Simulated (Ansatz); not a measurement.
# Cl₃FH₂O₂W: small, medium and large basis sets

The task here is to estimate one member of a computed series from the others.

Computed with Ansatz 0.2.0, Gaussian basis. Level: one geometry, several basis sets.

Levels to be run: PBE0-D4/def2-SVP; ωB97M-V/def2-SVP; PBE0-D4/def2-QZVPP; ωB97M-V/def2-QZVPP; the functionals' def2-TZVPP values are taken from earlier runs.

## The relaxed structure

The geometry comes from an earlier relaxation with PBE0-D4 in a triple-zeta def2 set; it is a stationary point, not always the lowest conformer. W takes the def2 core potential; no spin-orbit term is included.

9 atoms, charge 0, spin multiplicity 1.

Atoms are counted from 1 here; the program's logs count them from 0.

Bond lengths: O1–W2 1.850 Å, O1–H8 0.961 Å, W2–O3 1.850 Å, W2–F4 1.901 Å, W2–Cl5 2.316 Å, W2–Cl6 2.271 Å, W2–Cl7 2.314 Å, O3–H9 0.961 Å. Angles: W2–O1–H8 129.9°, O1–W2–O3 164.9°, O1–W2–F4 82.4°, O1–W2–Cl5 89.9°, O1–W2–Cl6 97.6°, O1–W2–Cl7 90.2°, O3–W2–F4 82.4°, O3–W2–Cl5 89.9°, O3–W2–Cl6 97.6°, O3–W2–Cl7 90.2°, F4–W2–Cl5 90.4°, F4–W2–Cl6 180.0°, F4–W2–Cl7 90.4°, Cl5–W2–Cl6 89.6°, Cl5–W2–Cl7 179.3°, Cl6–W2–Cl7 89.6°, W2–O3–H9 129.9°.

Geometry (Å):

```
O    -1.6788   -0.7193    0.1629
W    -0.0466    0.1508    0.1866
O     1.6796    0.7179   -0.1600
F     0.3329   -1.0551   -1.2328
Cl   -0.8566    1.7029   -1.3296
Cl   -0.5003    1.5921    1.8824
Cl    0.7567   -1.3808    1.7237
H    -1.9931   -1.4242   -0.4099
H     2.3062    0.4157   -0.8233
```

Set-up of the first run:

File in.yaml:

```yaml
crystal:
  periodic: [false, false, false]
  atoms:
    - {symbol: O, position_ang: [-1.678766, -0.719263, 0.162934]}
    - {symbol: W, position_ang: [-0.046595, 0.150822, 0.186605]}
    - {symbol: O, position_ang: [1.679621, 0.717927, -0.160022]}
    - {symbol: F, position_ang: [0.332925, -1.055144, -1.232849]}
    - {symbol: Cl, position_ang: [-0.856572, 1.702926, -1.329635]}
    - {symbol: Cl, position_ang: [-0.500331, 1.592054, 1.882420]}
    - {symbol: Cl, position_ang: [0.756667, -1.380840, 1.723708]}
    - {symbol: H, position_ang: [-1.993142, -1.424168, -0.409876]}
    - {symbol: H, position_ang: [2.306174, 0.415687, -0.823286]}
basis:
  gaussian: {orbitals: def2-SVP}
hamiltonian: {xc: pbe0, dispersion: d4}
output: {orbitals: {seedname: orbitals}}
```

Launch:

```
> ansatz run in.yaml --threads 4 --pin off --events-out ev --progress --plain --max-ram 11315MiB
```

Steps of the session up to this table: PBE0-D4 in def2-SVP; ωB97M-V in def2-SVP; PBE0-D4 in def2-QZVPP; ωB97M-V in def2-QZVPP.

One table of the session follows, with a row left open; its other results are not shown here.

It belongs to the step «Density functionals: the series». 

| functional | basis | HOMO (eV) | LUMO (eV) |
| --- | --- | --- | --- |
| PBE0-D4 | def2-SVP | ? | ? |
| PBE0-D4 | def2-TZVPP | -8.89 | -4.42 |
| PBE0-D4 | def2-QZVPP | -8.92 | -4.45 |
| ωB97M-V | def2-SVP | -11.03 | -2.52 |
| ωB97M-V | def2-TZVPP | -11.07 | -2.47 |
| ωB97M-V | def2-QZVPP | -11.10 | -2.53 |

**Question.** Estimate the row for PBE0-D4, def2-SVP.

As computed: HOMO (eV): -8.89; LUMO (eV): -4.49.
